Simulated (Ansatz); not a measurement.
# C3H8Te: a ladder of functionals and wavefunction methods

The task here is to estimate one member of a computed series from the others.

Computed with Ansatz 0.2.0, Gaussian basis. Level: functionals in def2-TZVPP, the program's frozen cores in correlated methods.

The runs, in order: PBE-D4, r2SCAN-D4, PBE0-D4, B3LYP-D4, ωB97X-V, ωB97M-V, B2PLYP; CCSD(T)/def2-TZVPP; MP2/def2-QZVPP; extrapolation to the limit.

## Structure used throughout

All runs share one geometry, relaxed beforehand with PBE0-D4 in a triple-zeta def2 set. Te takes the def2 core potential; no spin-orbit term is included.

SMILES `CCC[TeH]`, 12 atoms, charge 0, spin multiplicity 1.

Atoms are counted from 1 here; the program's logs count them from 0.

Bond lengths: C1–C2 1.521 Å, C1–H5 1.092 Å, C1–H6 1.093 Å, C1–H7 1.093 Å, C2–C3 1.516 Å, C2–H8 1.095 Å, C2–H9 1.095 Å, C3–Te4 2.156 Å, C3–H10 1.090 Å, C3–H11 1.090 Å, Te4–H12 1.658 Å. Angles: C2–C1–H5 111.2°, C2–C1–H6 111.1°, C2–C1–H7 111.1°, H5–C1–H6 107.8°, H5–C1–H7 107.8°, H6–C1–H7 107.7°, C1–C2–C3 111.8°, C1–C2–H8 109.6°, C1–C2–H9 109.6°, C3–C2–H8 109.7°, C3–C2–H9 109.7°, H8–C2–H9 106.4°, C2–C3–Te4 110.2°, C2–C3–H10 111.3°, C2–C3–H11 111.3°, Te4–C3–H10 107.4°, Te4–C3–H11 107.4°, H10–C3–H11 109.1° and more.

The first run:

File in.yaml:

```yaml
crystal:
  periodic: [false, false, false]
  atoms:
    - {symbol: C, position_ang: [0.074809, 1.670190, -0.218047]}
    - {symbol: C, position_ang: [-0.088320, 0.392362, 0.590669]}
    - {symbol: C, position_ang: [0.040844, -0.843906, -0.277889]}
    - {symbol: Te, position_ang: [-0.194606, -2.621837, 0.918529]}
    - {symbol: H, position_ang: [-0.020842, 2.553743, 0.417168]}
    - {symbol: H, position_ang: [-0.683329, 1.739231, -1.002619]}
    - {symbol: H, position_ang: [1.055713, 1.709261, -0.699080]}
    - {symbol: H, position_ang: [-1.064677, 0.394028, 1.086816]}
    - {symbol: H, position_ang: [0.662926, 0.363890, 1.387114]}
    - {symbol: H, position_ang: [1.022023, -0.895880, -0.749846]}
    - {symbol: H, position_ang: [-0.727423, -0.867133, -1.050798]}
    - {symbol: H, position_ang: [-0.000217, -3.649249, -0.368015]}
basis:
  gaussian: {orbitals: def2-TZVPP}
hamiltonian: {xc: pbe, dispersion: d4}
output: {forces: true, orbitals: {seedname: orbitals}}
```

Launch:

```sh
$ ansatz run in.yaml --threads 4 --pin off --events-out ev --progress --plain --max-ram 10444MiB
```

Among the steps run: PBE-D4 (GGA); r2SCAN-D4 (meta-GGA); PBE0-D4 (hybrid); B3LYP-D4 (hybrid); ωB97X-V (range-separated); ωB97M-V (range-separated); B2PLYP (double hybrid); CCSD(T) in def2-TZVPP; MP2 in def2-QZVPP.

One table of the session follows, with a row left open; its other results are not shown here.

| method | atomisation energy (kJ/mol) |
| --- | --- |
| PBE-D4 | 4368.2 |
| r2SCAN-D4 | 4299.8 |
| PBE0-D4 | 4318.2 |
| B3LYP-D4 | 4303.6 |
| ωB97X-V | 4303.5 |
| ωB97M-V | 4296.4 |
| B2PLYP | ? |
| HF/def2-TZVPP | 3194.7 |
| MP2/def2-TZVPP | 4233.1 |
| CCSD/def2-TZVPP | 4157.4 |
| CCSD(T)/def2-TZVPP | 4212.2 |
| MP2/CBS | 4336.1 |
| CCSD(T)/CBS | 4315.2 |

Estimate the missing values for B2PLYP.

As computed: atomisation energy (kJ/mol): 4254.0. In the column «atomisation energy (kJ/mol)» it lies between MP2/def2-TZVPP (4233.1) and ωB97M-V (4296.4).

To keep in mind: Free atoms (3 C, 1 Te, 8 H) were run apart at each level; the atomisation energy is their sum less the molecule, without zero-point or spin-orbit terms.
